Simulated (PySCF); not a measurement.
# F6P (hexafluorophosphate): the cost of one run

Computed with PySCF 2.14.0, with density-fitted response routines of our own, on a single molecule, in the gas phase or a continuum. Atoms count from 0, in the outputs and in this text.

## Step 1: Starting geometry

7 atoms, charge -1, multiplicity 1; geometry from: GFN2-xTB. The atoms were then displaced at random by about 0.01 Å, so the start is not that level's minimum.

Bonds of the start (Å): F0–P1 1.64, P1–F2 1.62, P1–F3 1.61, P1–F4 1.63, P1–F5 1.63, P1–F6 1.64.

## Step 2: Relaxing the molecule at PBE0-D3(BJ)/def2-TZVP

The job: settings as JSON, then the geometry in Å.

```
{"job": {"xc": "PBE0", "basis": "def2-TZVP", "d3": "d3bj", "grid": 2, "shake": 0.01, "kind": "geom"}, "charge": -1, "multiplicity": 1}
F     -0.597870    -1.514700     0.225010
P     -0.005220    -0.003850    -0.006000
F      0.908490    -0.569310    -1.224560
F     -0.894560     0.570490     1.204680
F      1.184310    -0.337960     1.051050
F     -1.189980     0.337500    -1.071680
F      0.628790     1.488730    -0.228420
```

Started as:

```
$ OMP_NUM_THREADS=1 python probes_run.py task.json out
```

The driver reads the jobs from task.json and runs them one after another.

**Question.** How long does this first job take on 1 thread of Intel Xeon 6975P-C, shared host, and how much memory does it need?

About 3.2 min, with a peak of 1 GiB.
